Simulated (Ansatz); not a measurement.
# CH5BFNO: a ladder of functionals and wavefunction methods

One table from this session's results is given with a row withheld; the runs are named, their logs left out.

Computed with Ansatz 0.2.0, Gaussian basis. Level: functionals in def2-TZVPP, the program's frozen cores in correlated methods.

Plan: LDA (SPW92), PBE-D4, revPBE-D4, BLYP-D4, r2SCAN-D4, B97M-V, PBE0-D4, B3LYP-D4, r2SCANh-D4, r2SCAN0-D4, HSE06-D4, BHLYP-D4, CAM-B3LYP-D4, LC-ωPBE, ωB97X-V, ωB97M-V, B2PLYP, PBE-QIDH; CCSD(T)/def2-SVP; CCSD(T)/def2-TZVPP; MP2/def2-QZVPP; extrapolation to the limit; RPA on PBE.

## Structure used throughout

An earlier PBE0-D4 in a triple-zeta def2 set relaxation fixed the geometry.

10 atoms, charge 0, spin multiplicity 1.

Atoms are counted from 1 here; the program's logs count them from 0.

Bond lengths: C1–O2 1.405 Å, C1–H6 1.096 Å, C1–H7 1.096 Å, C1–H8 1.090 Å, O2–B3 1.359 Å, B3–N4 1.405 Å, B3–F5 1.338 Å, N4–H9 1.003 Å, N4–H10 1.004 Å. Angles: O2–C1–H6 111.5°, O2–C1–H7 111.5°, O2–C1–H8 108.0°, H6–C1–H7 109.0°, H6–C1–H8 108.4°, H7–C1–H8 108.4°, C1–O2–B3 120.8°, O2–B3–N4 125.0°, O2–B3–F5 116.2°, N4–B3–F5 118.8°, B3–N4–H9 124.2°, B3–N4–H10 121.4°, H9–N4–H10 114.5°.

The first run:

Contents of in.yaml:

```yaml
crystal:
  periodic: [false, false, false]
  atoms:
    - {symbol: C, position_ang: [-1.333487, 0.262988, -0.477808]}
    - {symbol: O, position_ang: [-0.091814, 0.111297, -1.118477]}
    - {symbol: B, position_ang: [1.035082, -0.141823, -0.402106]}
    - {symbol: N, position_ang: [1.089136, -0.275292, 0.995149]}
    - {symbol: F, position_ang: [2.166444, -0.269425, -1.105158]}
    - {symbol: H, position_ang: [-1.324818, 1.107422, 0.220802]}
    - {symbol: H, position_ang: [-1.619256, -0.645278, 0.064942]}
    - {symbol: H, position_ang: [-2.085375, 0.457331, -1.242637]}
    - {symbol: H, position_ang: [0.293193, -0.194884, 1.599407]}
    - {symbol: H, position_ang: [1.953894, -0.463235, 1.468787]}
basis:
  gaussian: {orbitals: def2-TZVPP}
hamiltonian: {xc: lda}
output: {orbitals: {seedname: orbitals}}
```

Steps of the session up to this table: LDA; PBE-D4 (GGA); revPBE-D4 (GGA); BLYP-D4 (GGA); r2SCAN-D4 (meta-GGA); B97M-V (meta-GGA); PBE0-D4 (hybrid); B3LYP-D4 (hybrid); r2SCANh-D4 (hybrid); r2SCAN0-D4 (hybrid); HSE06-D4 (hybrid); BHLYP-D4 (hybrid); CAM-B3LYP-D4 (range-separated); LC-ωPBE (range-separated); ωB97X-V (range-separated); ωB97M-V (range-separated); B2PLYP (double hybrid); PBE-QIDH (double hybrid).

One of the session's tables, all rows but one given; the rest of the session is left out.

It belongs to the step «Frontier levels by functional». 

| functional | HOMO (eV) | LUMO (eV) | gap (eV) |
| --- | --- | --- | --- |
| LDA (SPW92) | -6.68 | -0.23 | 6.45 |
| PBE-D4 | -6.49 | -0.09 | 6.40 |
| revPBE-D4 | -6.42 | -0.02 | 6.40 |
| BLYP-D4 | -6.38 | -0.13 | 6.25 |
| r2SCAN-D4 | -6.82 | 0.66 | 7.48 |
| B97M-V | -6.91 | 0.09 | 7.00 |
| PBE0-D4 | -8.00 | 0.70 | 8.70 |
| B3LYP-D4 | -7.76 | 0.34 | 8.10 |
| r2SCANh-D4 | -7.38 | 0.88 | 8.27 |
| r2SCAN0-D4 | -8.24 | 1.19 | 9.44 |
| HSE06-D4 | -7.59 | 0.34 | 7.93 |
| BHLYP-D4 | -9.45 | 1.24 | 10.69 |
| CAM-B3LYP-D4 | -9.48 | 1.40 | 10.88 |
| LC-ωPBE | -10.87 | 2.71 | 13.58 |
| ωB97X-V | -10.50 | 2.50 | 13.00 |
| ωB97M-V | ? | ? | ? |

**Question.** Estimate the row for ωB97M-V.

**Answer.** HOMO (eV): -10.41; LUMO (eV): 2.02; gap (eV): 12.42. In the column «HOMO (eV)» it lies between ωB97X-V (-10.50) and CAM-B3LYP-D4 (-9.48).
